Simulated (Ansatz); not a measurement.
# AlNi: a relaxation

Wanted: a converged relaxation for AlNi, and a check of what comes out. The structure is shown as the input types it.

Method: DFT, r2SCAN, PAW with Ansatz's default frozen-core files, scalar-relativistic; relaxation of cell and atoms, in Ansatz 0.2.0.

## 1. The starting structure

It takes space group Pm-3m (No. 221, cubic). The conventional cell has a = 2.881 Å, b = 2.881 Å, c = 2.881 Å, α = 90.00°, β = 90.00°, γ = 90.00°. Al (site symmetry m-3m) has 8 Ni at 2.50 Å as nearest neighbours. Ni (site symmetry m-3m) is surrounded by 8 Al at 2.50 Å.

Structure file:

```xyz
2
Lattice="2.8810 0.0000 0.0000 0.0000 2.8810 0.0000 0.0000 0.0000 2.8810" Properties=species:S:1:pos:R:3 pbc="T T T"
Al    0.0000    0.0000    0.0000
Ni    1.4405    1.4405    1.4405
```

## 2. The calculation

File input.yaml:

```yaml
crystal:
  lattice:
    - [2.881, 0.0, 0.0]
    - [0.0, 2.881, 0.0]
    - [0.0, 0.0, 2.881]
  atoms:
    - { symbol: Al, position: [0.0, 0.0, 0.0] }
    - { symbol: Ni, position: [0.5, 0.5, 0.5] }
kpoints:
  mp_grid: { grid: [14, 14, 14] }
scf:
  occupations: { method: fermi_dirac, width: 0.05 }
  max_iter: 50
hamiltonian:
  xc: r2scan
  pseudopotentials: { kind: paw }
relax:
  f_tol: 1.0e-09
  max_steps: 30
  cell: {}
output:
  forces: true
  stress: true
```

Command:

```bash
> ansatz run input.yaml --threads 1 --pin off --max-ram 3072MiB --backend cpu --events-out ev --progress --plain --runs-dir out
```

What happens when this is run?

This run ends as converged. Convergence says nothing about whether the input makes sense.

Look at the input: relax.f_tol is 1.0e-09. The risk: force tolerance out of reach. It still converged here, which does not make the setting sound.

To check: set relax.f_tol to 0.002.
